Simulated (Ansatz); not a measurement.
# C4H5F3: basis-set convergence

An exercise on one series of results from a longer session: the logs are not shown, and one member is left open.

Method: one geometry, several basis sets; program: Ansatz 0.2.0, Gaussian basis.

The runs, in order: PBE0-D4/def2-SVP; ωB97M-V/def2-SVP; PBE0-D4/def2-QZVPP; ωB97M-V/def2-QZVPP; the functionals' def2-TZVPP values are taken from earlier runs.

## The relaxed structure

The geometry comes from an earlier relaxation with PBE0-D4 in a triple-zeta def2 set; it is a stationary point, not always the lowest conformer.

SMILES `C/C(F)=C/C(F)F`, 12 atoms, charge 0, spin multiplicity 1.

Atoms are counted from 1 here; the program's logs count them from 0.

Bond lengths: C1–C2 1.478 Å, C1–H8 1.093 Å, C1–H9 1.093 Å, C1–H10 1.089 Å, C2–F3 1.344 Å, C2–C4 1.325 Å, C4–C5 1.480 Å, C4–H11 1.082 Å, C5–F6 1.363 Å, C5–F7 1.363 Å, C5–H12 1.092 Å. Angles: C2–C1–H8 110.1°, C2–C1–H9 110.1°, C2–C1–H10 110.7°, H8–C1–H9 107.5°, H8–C1–H10 109.2°, H9–C1–H10 109.2°, C1–C2–F3 112.2°, C1–C2–C4 128.0°, F3–C2–C4 119.8°, C2–C4–C5 123.9°, C2–C4–H11 119.2°, C5–C4–H11 117.0°, C4–C5–F6 110.2°, C4–C5–F7 110.1°, C4–C5–H12 113.7°, F6–C5–F7 106.3°, F6–C5–H12 108.1°, F7–C5–H12 108.1°.

Set-up of the first run:

in.yaml reads:

```yaml
crystal:
  periodic: [false, false, false]
  atoms:
    - {symbol: C, position_ang: [-0.159584, -1.932020, 0.397858]}
    - {symbol: C, position_ang: [0.007785, -0.609046, -0.239068]}
    - {symbol: F, position_ang: [0.195038, -0.705387, -1.566427]}
    - {symbol: C, position_ang: [-0.008982, 0.582810, 0.338945]}
    - {symbol: C, position_ang: [0.169022, 1.857457, -0.392453]}
    - {symbol: F, position_ang: [-0.919598, 2.657838, -0.212984]}
    - {symbol: F, position_ang: [1.234127, 2.542711, 0.111256]}
    - {symbol: H, position_ang: [-1.019408, -2.450899, -0.034092]}
    - {symbol: H, position_ang: [0.723610, -2.550251, 0.216560]}
    - {symbol: H, position_ang: [-0.308086, -1.826985, 1.471186]}
    - {symbol: H, position_ang: [-0.160739, 0.648043, 1.408767]}
    - {symbol: H, position_ang: [0.323914, 1.730528, -1.465548]}
basis:
  gaussian: {orbitals: def2-SVP}
hamiltonian: {xc: pbe0, dispersion: d4}
output: {orbitals: {seedname: orbitals}}
```

Started as:

```bash
$ ansatz run in.yaml --threads 4 --pin off --events-out ev --progress --plain --max-ram 11315MiB
```

Among the steps run: PBE0-D4 in def2-SVP; ωB97M-V in def2-SVP; PBE0-D4 in def2-QZVPP; ωB97M-V in def2-QZVPP.

One of the session's tables, all rows but one given; the rest of the session is left out.

It belongs to the step «Density functionals: the series». 

| functional | basis | HOMO (eV) | LUMO (eV) |
| --- | --- | --- | --- |
| PBE0-D4 | def2-SVP | ? | ? |
| PBE0-D4 | def2-TZVPP | -7.92 | -0.23 |
| PBE0-D4 | def2-QZVPP | -7.95 | -0.30 |
| ωB97M-V | def2-SVP | -10.07 | 2.15 |
| ωB97M-V | def2-TZVPP | -10.18 | 1.94 |
| ωB97M-V | def2-QZVPP | -10.21 | 1.68 |

Estimate the missing values for PBE0-D4, def2-SVP.

The run gave: HOMO (eV): -7.83; LUMO (eV): -0.08. In the column «HOMO (eV)» it is the highest.
